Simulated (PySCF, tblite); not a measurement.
**C₆H₁₂BNSi: geometry, infrared bands and NMR shifts**

Aim: predict the infrared bands and NMR shifts of C₆H₁₂BNSi (`B[Si@@H](CC)n1cccc1`).

Programs: tblite 0.8.0 and PySCF 2.14.0, with density-fitted response routines of our own. Each step states its level of theory. These are calculated values for one molecule in the gas phase, unless marked as measured. Atoms are numbered from 0 throughout.

### 1 The molecule as given

21 atoms, charge 0, multiplicity 1; geometry from: force field or distance geometry start.

Bonds of the start (Å): B0–Si1 1.93, Si1–C2 1.87, C2–C3 1.51, Si1–N4 1.80, N4–C5 1.33, C5–C6 1.39, C6–C7 1.37, C7–C8 1.38, C8–N4 1.35, B0–H9 1.19, B0–H10 1.17, Si1–H11 1.48, C2–H12 1.12, C2–H13 1.11, C3–H14 1.11, C3–H15 1.13, C3–H16 1.11, C5–H17 1.08, C6–H18 1.09, C7–H19 1.08, C8–H20 1.08.

### 2 Relaxing the molecule with GFN2-xTB

The job: settings as JSON, then the geometry in Å.

```
{"job": {"kind": "relax", "xc": "GFN2-xTB", "basis": "xTB"}, "charge": 0, "multiplicity": 1}
B     -1.295800     2.087100    -1.480700
Si    -1.052800     0.705700    -0.159700
C     -1.715700    -0.924400    -0.795200
C     -1.534500    -2.028500     0.212200
N      0.698100     0.517300     0.210000
C      1.266600     0.560400     1.415900
C      2.629900     0.346100     1.296400
C      2.889100     0.161000    -0.041200
C      1.674900     0.264700    -0.692800
H     -2.397300     2.354600    -1.847500
H     -0.373000     2.653400    -1.930900
H     -1.766300     1.068600     1.082200
H     -2.811500    -0.796000    -1.007200
H     -1.191100    -1.182400    -1.741700
H     -0.456600    -2.178800     0.432800
H     -2.065200    -1.789400     1.178700
H     -1.950000    -2.978900    -0.180100
H      0.735500     0.728500     2.343700
H      3.351800     0.319800     2.110100
H      3.848500    -0.043000    -0.494500
H      1.506500     0.171200    -1.755300
```

Command:

```sh
OMP_NUM_THREADS=1 python probes_run.py task.json out
```

This one command runs all jobs of the session in turn.

**Question.** This job is followed by: GFN2-xTB harmonic vibrations, gas phase; GIAO PBE0/pcSseg-1 NMR shielding, non-relativistic, gas phase. What will the session give for the following? strongest single infrared mode (GFN2-xTB); zero-point energy (GFN2-xTB); ¹³C shifts against TMS (PBE0/pcSseg-1, means over atoms taken as alike); ¹H shifts against TMS (PBE0/pcSseg-1, means over atoms taken as alike); ¹¹B shifts against BF3·OEt2 (PBE0/pcSseg-1); ²⁹Si shifts against TMS (PBE0/pcSseg-1); ¹⁵N shifts against NH3 (PBE0/pcSseg-1).

As calculated:

```
                                                               quantity                                          value
                              strongest single infrared mode (GFN2-xTB)                          2145 cm⁻¹, 301 km/mol
                                           zero-point energy (GFN2-xTB)                                 103.1 kcal/mol
¹³C shifts against TMS (PBE0/pcSseg-1, means over atoms taken as alike)                   127.1, 117.6, 10.8, 10.1 ppm
 ¹H shifts against TMS (PBE0/pcSseg-1, means over atoms taken as alike)  10.64, 6.87, 6.65, 5.39, 0.91, 0.88, 0.62 ppm
                            ¹¹B shifts against BF3·OEt2 (PBE0/pcSseg-1)                                      115.2 ppm
                                ²⁹Si shifts against TMS (PBE0/pcSseg-1)                                       -8.7 ppm
                                 ¹⁵N shifts against NH3 (PBE0/pcSseg-1)                                      175.8 ppm
```

The optimisation took 89 steps and gained 0.302 eV; among the close pairs (by a distance rule), Si1–C2 changed most, from 1.871 to 1.927 Å. No mode is imaginary among the 57: a minimum at this level. The strongest single mode, at 2145 cm⁻¹, moves mainly H11. GFN2-xTB is a fitted tight-binding method: band positions and strengths are rough. Its intensities can rank the bands wrongly. At PBE0/pcSseg-1: Shielding is most anisotropic at B0 (span 281 ppm, paramagnetic term -213 ppm). NICS(1)zz of -30 ppm above the planar ring from N4 marks a diatropic (aromatic) ring current.
